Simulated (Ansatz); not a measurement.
# C2H7AlS, SMILES C[CH]([AlH2])S: a comparison of dispersion corrections

Computed with the Python package of Ansatz (0.2.0).

Typed at the interpreter:
```pycon
>>> import ansatz as az
>>> geometry_ang = [
...     ('C', (-0.6096, 0.8776, -0.5638)),
...     ('C', (-0.2388, -0.4192, 0.02)),
...     ('Al', (1.1369, -0.1631, 1.4094)),
...     ('S', (0.5019, -1.4957, -1.28)),
...     ('H', (0.2081, 1.4179, -1.0786)),
...     ('H', (-1.0641, 1.6003, 0.2176)),
...     ('H', (-1.4263, 0.7671, -1.3308)),
...     ('H', (-1.0733, -0.8885, 0.4888)),
...     ('H', (0.8956, -0.6178, 2.9656)),
...     ('H', (2.5671, 0.5102, 1.061)),
...     ('H', (-0.8322, -1.6457, -1.8885)),
... ]
>>> geometry = az.Crystal.molecule()
>>> for symbol, xyz in geometry_ang:
...     geometry = geometry.atom(symbol, xyz)
...
>>> setup = geometry.calculation()
>>> setup = setup.basis(gaussian='def2-SVP')
>>> setup = setup.accuracy('high')
>>> setup = setup.scf(lower_state_search='off')
>>> for name in ['b3lyp', 'blyp']:
...     for correction in ('d3bj', 'd4'):
...         report = setup.functional(name, dispersion=correction).run(threads=1, backend='cpu').report
...         print(f'{name:8s} {correction:5s} total {report["free_energy_ev"]:.5f} eV, of which dispersion {1000 * report["dispersion"]["energy"]["ev"]:.2f} meV')
...
b3lyp    d3bj  total -19614.03864 eV, of which dispersion -442.77 meV
b3lyp    d4    total -19613.98008 eV, of which dispersion -384.21 meV
blyp     d3bj  total -19611.20569 eV, of which dispersion -537.23 meV
blyp     d4    total -19611.18970 eV, of which dispersion -521.23 meV
```

What to keep in mind:
- The settings weren't tested for convergence.
- The geometry is a force-field or estimated start, not a minimum of this method, and the basis set is short of its limit. D4 holds the three-body term, and d3bj doesn't.
- b3lyp holds the VWN-RPA fit, as in Gaussian; the form of ORCA and Turbomole is b3lyp5.
- Finished in 30 s on 1 thread of Arm Neoverse V1, with other jobs on the host, peak memory 0.38 GiB.
